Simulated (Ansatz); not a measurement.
**CH₃NO₄Zr: up Jacob's ladder to CCSD(T)**

The task here is to estimate one member of a computed series from the others.

The runs use Ansatz 0.2.0, Gaussian basis; functionals in def2-TZVPP, the program's frozen cores in correlated methods.

Plan: LDA (SPW92), PBE-D4, revPBE-D4, BLYP-D4, r2SCAN-D4, B97M-V, PBE0-D4, B3LYP-D4, r2SCANh-D4, r2SCAN0-D4, HSE06-D4, BHLYP-D4, CAM-B3LYP-D4, LC-ωPBE, ωB97X-V, ωB97M-V, B2PLYP, PBE-QIDH; CCSD(T)/def2-SVP; MP2/def2-TZVPP; MP2/def2-QZVPP; RPA on PBE.

### The geometry

All runs share one geometry, relaxed beforehand with PBE0-D4 in a triple-zeta def2 set. Zr takes the def2 core potential; no spin-orbit term is included.

10 atoms, charge 0, spin multiplicity 1.

Atoms are counted from 1 here; the program's logs count them from 0.

Bond lengths: O1–C2 1.169 Å, C2–N3 1.198 Å, N3–Zr4 2.067 Å, Zr4–O5 1.916 Å, Zr4–O6 1.916 Å, Zr4–O7 1.916 Å, O5–H8 0.952 Å, O6–H9 0.952 Å, O7–H10 0.952 Å. Angles: O1–C2–N3 180.0°, C2–N3–Zr4 179.8°, N3–Zr4–O5 108.7°, N3–Zr4–O6 108.7°, N3–Zr4–O7 108.7°, O5–Zr4–O6 110.2°, O5–Zr4–O7 110.2°, O6–Zr4–O7 110.2°, Zr4–O5–H8 166.2°, Zr4–O6–H9 166.2°, Zr4–O7–H10 166.2°.

Set-up of the first run:

in.yaml reads:

```yaml
crystal:
  periodic: [false, false, false]
  atoms:
    - {symbol: O, position_ang: [2.342323, -2.621085, 1.809784]}
    - {symbol: C, position_ang: [1.648524, -1.846954, 1.275524]}
    - {symbol: N, position_ang: [0.937213, -1.053474, 0.727937]}
    - {symbol: Zr, position_ang: [-0.284490, 0.317871, -0.219363]}
    - {symbol: O, position_ang: [-1.482465, -0.624680, -1.379918]}
    - {symbol: O, position_ang: [-1.271696, 1.282582, 1.109217]}
    - {symbol: O, position_ang: [0.810547, 1.519428, -1.232997]}
    - {symbol: H, position_ang: [-2.237498, -0.974336, -1.842857]}
    - {symbol: H, position_ang: [-1.677802, 1.944616, 1.660061]}
    - {symbol: H, position_ang: [1.215343, 2.056031, -1.907397]}
basis:
  gaussian: {orbitals: def2-TZVPP}
hamiltonian: {xc: lda}
output: {orbitals: {seedname: orbitals}}
```

On the command line:

```
> ansatz run in.yaml --threads 4 --pin off --events-out ev --progress --plain --max-ram 11315MiB
```

Among the steps run: LDA; PBE-D4 (GGA); revPBE-D4 (GGA); BLYP-D4 (GGA); r2SCAN-D4 (meta-GGA); B97M-V (meta-GGA); PBE0-D4 (hybrid); B3LYP-D4 (hybrid); r2SCANh-D4 (hybrid); r2SCAN0-D4 (hybrid); HSE06-D4 (hybrid); BHLYP-D4 (hybrid); CAM-B3LYP-D4 (range-separated); LC-ωPBE (range-separated); ωB97X-V (range-separated); ωB97M-V (range-separated); B2PLYP (double hybrid); PBE-QIDH (double hybrid).

One table of the session follows, with a row left open; its other results are not shown here.

It belongs to the step «Orbital energies across the functionals». 

```
  functional  HOMO (eV)  gap (eV)
 LDA (SPW92)      -6.97      5.49
      PBE-D4      -6.73      5.51
   revPBE-D4      -6.64      5.52
     BLYP-D4      -6.60      5.49
   r2SCAN-D4      -7.05      6.04
      B97M-V      -7.05      6.11
     PBE0-D4      -8.14      7.79
    B3LYP-D4      -7.90      7.26
  r2SCANh-D4      -7.58      6.88
  r2SCAN0-D4      -8.38      8.16
    HSE06-D4      -7.74      7.01
    BHLYP-D4      -9.47      9.54
CAM-B3LYP-D4      -9.51      9.71
     LC-ωPBE     -10.82     12.00
     ωB97X-V     -10.47     11.55
     ωB97M-V          ?         ?
```

Estimate the missing values for ωB97M-V.

The run gave: HOMO (eV): -10.38; gap (eV): 10.89. In the column «HOMO (eV)» it lies between ωB97X-V (-10.47) and CAM-B3LYP-D4 (-9.51).
